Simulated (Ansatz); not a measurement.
**CsIn: one candidate structure**

Aim: relax CsIn from this start, wurtzite type (P6_3mc, No. 186), and see where it ends.

Program: Ansatz 0.2.0. Level of theory: DFT PBE, scalar-relativistic, plane waves, PAW. These are calculated values, not measurements.

### 1 The starting structure

Symmetry: P6_3mc, No. 186, hexagonal system. The conventional cell has a = 4.799 Å, b = 4.799 Å, c = 7.685 Å, α = 90.00°, β = 90.00°, γ = 120.00°. Cs (site symmetry 3m) is surrounded by 4 In at 2.92 to 2.94 Å. In (site symmetry 3m) has 4 Cs at 2.92 to 2.94 Å as nearest neighbours.

Coordinates:

```
Cs In
1.0
     4.79889    0.00000    0.00000
    -2.39945    4.15596    0.00000
     0.00000    0.00000    7.68526
Cs In
2 2
Direct
  0.33333 0.66667 0.00000
  0.66667 0.33333 0.50000
  0.33333 0.66667 0.38210
  0.66667 0.33333 0.88210
```

(A quick probe on a coarse mesh, which set the mesh and smearing, is not shown.)

### 3 Coarse relaxation

Input file input.yaml:

```yaml
crystal:
  lattice:
    - [4.7988923618, 0.0, 0.0]
    - [-2.3994461808, 4.1559626953, 0.0]
    - [0.0, 0.0, 7.6852606265]
  atoms:
    - { symbol: Cs, position: [0.3333333333, 0.6666666667, 0.0] }
    - { symbol: Cs, position: [0.6666666667, 0.3333333333, 0.5] }
    - { symbol: In, position: [0.3333333333, 0.6666666667, 0.3821] }
    - { symbol: In, position: [0.6666666667, 0.3333333333, 0.8821] }
basis:
  ecutwfc: 420
kpoints:
  mp_grid: { grid: [6, 6, 2] }
hamiltonian:
  xc: pbe
scf:
  occupations: { method: gaussian, width: 0.1 }
  lower_state_search: "off"
output:
  forces: true
  stress: true
  eigenvalues: true
relax:
  adjacent_minimum: "off"
  f_tol: 0.04
  max_steps: 70
  cell: { stress_tol: 0.4 }
```

Started as:

```sh
> ansatz run input.yaml --threads 1 --pin off --max-ram 2560MiB --backend cpu --events-out ev --progress --plain --runs-dir out
```

Further runs follow: full relaxation.

What does the calculation give?

**Answer**, as computed:

Formation energies count from the elements, computed with the same settings in runs not shown here.

```
                          quantity                                                                        value
                              cell  a = 4.101 Å, b = 4.101 Å, c = 13.804 Å, α = 90.00°, β = 90.00°, γ = 120.00°
                       space group                                                             P6_3mc (No. 186)
                            volume                                                                50.26 Å³/atom
                   gap on the mesh                                                                 none (metal)
formation energy from the elements                                                               +0.312 eV/atom
```

The space group stayed P6_3mc, and from the first guess the volume went from 38.32 to 50.26 Å³/atom. The formation energy of +0.31 eV/atom is positive, so the elements lie lower than this structure; another structure of the compound can lie lower.
